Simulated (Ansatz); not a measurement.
**C₆H₄F₆O₂Sn: how energies converge with the basis set**

The task here is to estimate one member of a computed series from the others.

Method: one geometry, several basis sets; program: Ansatz 0.2.0, Gaussian basis.

Levels to be run: PBE0-D4/def2-SVP; ωB97M-V/def2-SVP; PBE0-D4/def2-QZVPP; ωB97M-V/def2-QZVPP; the functionals' def2-TZVPP values are taken from earlier runs.

**Structure used throughout**

All runs share one geometry, relaxed beforehand with PBE0-D4 in a triple-zeta def2 set. Sn takes the def2 core potential; no spin-orbit term is included.

SMILES `[CH3][Sn-]1[O]C(C(F)(F)F)=CC(C(F)(F)F)=[O+]1`, 19 atoms, charge 0, spin multiplicity 1.

Atoms are counted from 1 here; the program's logs count them from 0.

Bond lengths: C1–Sn2 2.181 Å, C1–H16 1.092 Å, C1–H17 1.093 Å, C1–H18 1.093 Å, Sn2–O3 2.211 Å, Sn2–O15 2.211 Å, O3–C4 1.251 Å, C4–C5 1.540 Å, C4–C9 1.392 Å, C5–F6 1.332 Å, C5–F7 1.331 Å, C5–F8 1.332 Å, C9–C10 1.392 Å, C9–H19 1.077 Å, C10–C11 1.540 Å, C10–O15 1.251 Å, C11–F12 1.331 Å, C11–F13 1.332 Å and more. Angles: Sn2–C1–H16 111.5°, Sn2–C1–H17 109.9°, Sn2–C1–H18 109.9°, H16–C1–H17 108.7°, H16–C1–H18 108.7°, H17–C1–H18 108.1°, C1–Sn2–O3 89.5°, C1–Sn2–O15 89.5°, O3–Sn2–O15 81.7°, Sn2–O3–C4 127.7°, O3–C4–C5 112.8°, O3–C4–C9 128.8°, C5–C4–C9 118.4°, C4–C5–F6 109.7°, C4–C5–F7 109.9°, C4–C5–F8 112.7°, F6–C5–F7 108.3°, F6–C5–F8 108.0° and more.

The first run:

The input, in.yaml:

```yaml
crystal:
  periodic: [false, false, false]
  atoms:
    - {symbol: C, position_ang: [-1.293287, -0.673891, 2.498798]}
    - {symbol: Sn, position_ang: [0.784223, -0.010594, 2.548605]}
    - {symbol: O, position_ang: [0.310621, 1.520807, 1.025070]}
    - {symbol: C, position_ang: [0.110649, 1.347309, -0.197943]}
    - {symbol: C, position_ang: [-0.413386, 2.612031, -0.902674]}
    - {symbol: F, position_ang: [-1.564946, 2.989106, -0.350716]}
    - {symbol: F, position_ang: [0.462388, 3.604042, -0.763025]}
    - {symbol: F, position_ang: [-0.622957, 2.426513, -2.205300]}
    - {symbol: C, position_ang: [0.311377, 0.200391, -0.960752]}
    - {symbol: C, position_ang: [0.855031, -0.969229, -0.437406]}
    - {symbol: C, position_ang: [1.115699, -2.146832, -1.394503]}
    - {symbol: F, position_ang: [2.410913, -2.452086, -1.394449]}
    - {symbol: F, position_ang: [0.754267, -1.880789, -2.648991]}
    - {symbol: F, position_ang: [0.433495, -3.215507, -0.988029]}
    - {symbol: O, position_ang: [1.191825, -1.218542, 0.741730]}
    - {symbol: H, position_ang: [-1.682294, -0.693863, 1.478623]}
    - {symbol: H, position_ang: [-1.914058, -0.001015, 3.096624]}
    - {symbol: H, position_ang: [-1.374474, -1.678058, 2.923738]}
    - {symbol: H, position_ang: [0.083113, 0.235807, -2.013001]}
basis:
  gaussian: {orbitals: def2-SVP}
hamiltonian: {xc: pbe0, dispersion: d4}
output: {orbitals: {seedname: orbitals}}
```

Command:

```console
ansatz run in.yaml --threads 11 --pin off --events-out ev --progress --plain --max-ram 110592MiB --backend cpu
```

Steps of the session up to this table: PBE0-D4 in def2-SVP; ωB97M-V in def2-SVP; PBE0-D4 in def2-QZVPP; ωB97M-V in def2-QZVPP.

One table of the session follows, with a row left open; its other results are not shown here.

```
functional       basis  HOMO (eV)  LUMO (eV)
   PBE0-D4    def2-SVP      -6.60      -2.82
   PBE0-D4  def2-TZVPP      -6.66      -2.96
   PBE0-D4  def2-QZVPP      -6.67      -3.00
   ωB97M-V    def2-SVP          ?          ?
   ωB97M-V  def2-TZVPP      -8.74      -0.85
   ωB97M-V  def2-QZVPP      -8.75      -0.90
```

Estimate the missing values for ωB97M-V, def2-SVP.

As computed: HOMO (eV): -8.66; LUMO (eV): -0.67. In the column «HOMO (eV)» it lies between ωB97M-V, def2-TZVPP (-8.74) and PBE0-D4, def2-QZVPP (-6.67).
